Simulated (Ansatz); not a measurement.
**CH9BrInSbSiSn: a ladder of functionals and wavefunction methods**

Aim: compute CH9BrInSbSiSn with functionals from several rungs and with coupled cluster, and see how far each lands from CCSD(T) at the basis-set limit for the atomisation energy.

Computed with Ansatz 0.2.0, Gaussian basis. Level: functionals in def2-TZVPP, the program's frozen cores in correlated methods.

Levels to be run: LDA (SPW92), PBE-D4, revPBE-D4, BLYP-D4, r2SCAN-D4, B97M-V, PBE0-D4, B3LYP-D4, r2SCANh-D4, r2SCAN0-D4, HSE06-D4, BHLYP-D4, CAM-B3LYP-D4, LC-ωPBE, ωB97X-V, ωB97M-V, B2PLYP, PBE-QIDH; CCSD(T)/def2-SVP; CCSD(T)/def2-TZVPP; MP2/def2-QZVPP; extrapolation to the limit; RPA on PBE.

### 1 Structure used throughout

The geometry comes from an earlier relaxation with PBE0-D4 in a triple-zeta def2 set; it is a stationary point, not always the lowest conformer. In, Sn, Sb take the def2 core potential; no spin-orbit term is included.

SMILES `Br[SiH2][CH]([InH2])[SnH2][SbH2]`, 15 atoms, charge 0, spin multiplicity 1.

Atoms are counted from 1 here; the program's logs count them from 0.

Bond lengths: Br1–Si2 2.251 Å, Si2–C3 1.829 Å, Si2–H7 1.487 Å, Si2–H8 1.486 Å, C3–In4 2.200 Å, C3–Sn5 2.148 Å, C3–H9 1.096 Å, In4–H10 1.723 Å, In4–H11 1.719 Å, Sn5–Sb6 2.818 Å, Sn5–H12 1.710 Å, Sn5–H13 1.712 Å, Sb6–H14 1.734 Å, Sb6–H15 1.711 Å. Angles: Br1–Si2–C3 107.4°, Br1–Si2–H7 104.9°, Br1–Si2–H8 105.6°, C3–Si2–H7 115.1°, C3–Si2–H8 114.1°, H7–Si2–H8 108.9°, Si2–C3–In4 112.6°, Si2–C3–Sn5 112.1°, Si2–C3–H9 110.9°, In4–C3–Sn5 104.9°, In4–C3–H9 108.5°, Sn5–C3–H9 107.5°, C3–In4–H10 114.7°, C3–In4–H11 118.4°, H10–In4–H11 125.9°, C3–Sn5–Sb6 104.1°, C3–Sn5–H12 109.9°, C3–Sn5–H13 112.7° and more.

Geometry (Å):

| atom | x (Å) | y (Å) | z (Å) |
| --- | --- | --- | --- |
| Br1 | -1.6114 | -2.0983 | 1.0014 |
| Si2 | 0.6256 | -1.8554 | 1.0747 |
| C3 | 1.0297 | -0.2632 | 0.2714 |
| In4 | 0.5214 | -0.2444 | -1.8695 |
| Sn5 | -0.0791 | 1.3719 | 1.1158 |
| Sb6 | -2.4425 | 1.4619 | -0.4158 |
| H7 | 0.9734 | -1.9389 | 2.5178 |
| H8 | 1.1792 | -3.0448 | 0.3772 |
| H9 | 2.0953 | -0.0302 | 0.3788 |
| H10 | 1.0292 | 1.1664 | -2.7176 |
| H11 | -0.0694 | -1.6929 | -2.5827 |
| H12 | 0.8120 | 2.8228 | 0.9558 |
| H13 | -0.4740 | 1.1226 | 2.7628 |
| H14 | -1.7060 | 0.4030 | -1.5754 |
| H15 | -1.8833 | 2.8195 | -1.2948 |

### 2 LDA

This LDA is Slater exchange with PW92 correlation.

The input, in.yaml:

```yaml
crystal:
  periodic: [false, false, false]
  atoms:
    - {symbol: Br, position_ang: [-1.611429, -2.098312, 1.001446]}
    - {symbol: Si, position_ang: [0.625586, -1.855375, 1.074716]}
    - {symbol: C, position_ang: [1.029661, -0.263241, 0.271382]}
    - {symbol: In, position_ang: [0.521378, -0.244366, -1.869485]}
    - {symbol: Sn, position_ang: [-0.079059, 1.371934, 1.115767]}
    - {symbol: Sb, position_ang: [-2.442536, 1.461915, -0.415824]}
    - {symbol: H, position_ang: [0.973384, -1.938896, 2.517848]}
    - {symbol: H, position_ang: [1.179174, -3.044804, 0.377224]}
    - {symbol: H, position_ang: [2.095340, -0.030223, 0.378809]}
    - {symbol: H, position_ang: [1.029195, 1.166401, -2.717609]}
    - {symbol: H, position_ang: [-0.069399, -1.692903, -2.582663]}
    - {symbol: H, position_ang: [0.812028, 2.822754, 0.955802]}
    - {symbol: H, position_ang: [-0.474024, 1.122599, 2.762779]}
    - {symbol: H, position_ang: [-1.706023, 0.403017, -1.575383]}
    - {symbol: H, position_ang: [-1.883286, 2.819500, -1.294818]}
basis:
  gaussian: {orbitals: def2-TZVPP}
hamiltonian: {xc: lda}
output: {orbitals: {seedname: orbitals}}
```

Started as:

```
$ ansatz run in.yaml --threads 4 --pin off --events-out ev --progress --plain --max-ram 66560MiB --backend cuda --devices 0, --max-vram 37GiB
```

Further steps of the session: PBE-D4 (GGA); revPBE-D4 (GGA); BLYP-D4 (GGA); r2SCAN-D4 (meta-GGA); B97M-V (meta-GGA); B3LYP-D4 (hybrid); r2SCANh-D4 (hybrid); r2SCAN0-D4 (hybrid); HSE06-D4 (hybrid); BHLYP-D4 (hybrid); CAM-B3LYP-D4 (range-separated); LC-ωPBE (range-separated); ωB97X-V (range-separated); ωB97M-V (range-separated); B2PLYP (double hybrid); PBE-QIDH (double hybrid); CCSD(T) in def2-SVP; CCSD(T) in def2-TZVPP; MP2 in def2-QZVPP; RPA on PBE orbitals.

Before running them: what should the planned runs give, taken together? Wanted: atomisation energy, CCSD(T)/CBS; farthest beyond LDA; mean size of error, GGA; mean size of error, meta-GGA; mean size of error, hybrid; mean size of error, range-separated; mean size of error, double hybrid; gap, smallest and largest; T1 diagnostic.

**Answer**, as computed:

| quantity | value |
| --- | --- |
| atomisation energy, CCSD(T)/CBS | 41.632 eV |
| functionals within 0.416 eV (1.0 %) | B97M-V, ωB97X-V |
| farthest beyond LDA | revPBE-D4 (-1.730 eV) |
| mean size of error, GGA | 1.295 eV |
| mean size of error, meta-GGA | 0.346 eV |
| mean size of error, hybrid | 1.028 eV |
| mean size of error, range-separated | 0.725 eV |
| mean size of error, double hybrid | 1.432 eV |
| gap, smallest and largest | 3.53 eV (LDA (SPW92)), 9.57 eV (LC-ωPBE) |
| T1 diagnostic | 0.0129 |
| triples share of the correlation energy | 3.4 % |

**Reading.** The LDA atomisation energy is off by 5.056 eV (12 %): it overbinds. PBE-D4 is off by -0.779 eV. Double hybrids carry the basis error of their MP2 part in triple zeta, and no dispersion term here, so their miss is partly the set-up's. Taken by rung, meta-GGA functionals do best (0.346 eV on average) and double hybrid ones worst beyond LDA (1.432 eV). Misses under about 0.416 eV are within the doubt on the reference itself, which lacks core-valence correlation, spin-orbit coupling and higher excitations, and its outer-core shells are covered unevenly. All levels share the lack of spin-orbit coupling, which lowers the free heavy atoms and so the true binding. Hartree-Fock recovers 69 % of the binding; the rest is correlation. CCSD(T) in def2-SVP is off by -3.837 eV, which most functionals beat. The gap grows from 3.5 to 9.6 eV across the functionals, mostly with the share of exact exchange. Correlated methods include outer-core shells of Br, In, Sb, Sn, which these sets cover unevenly.
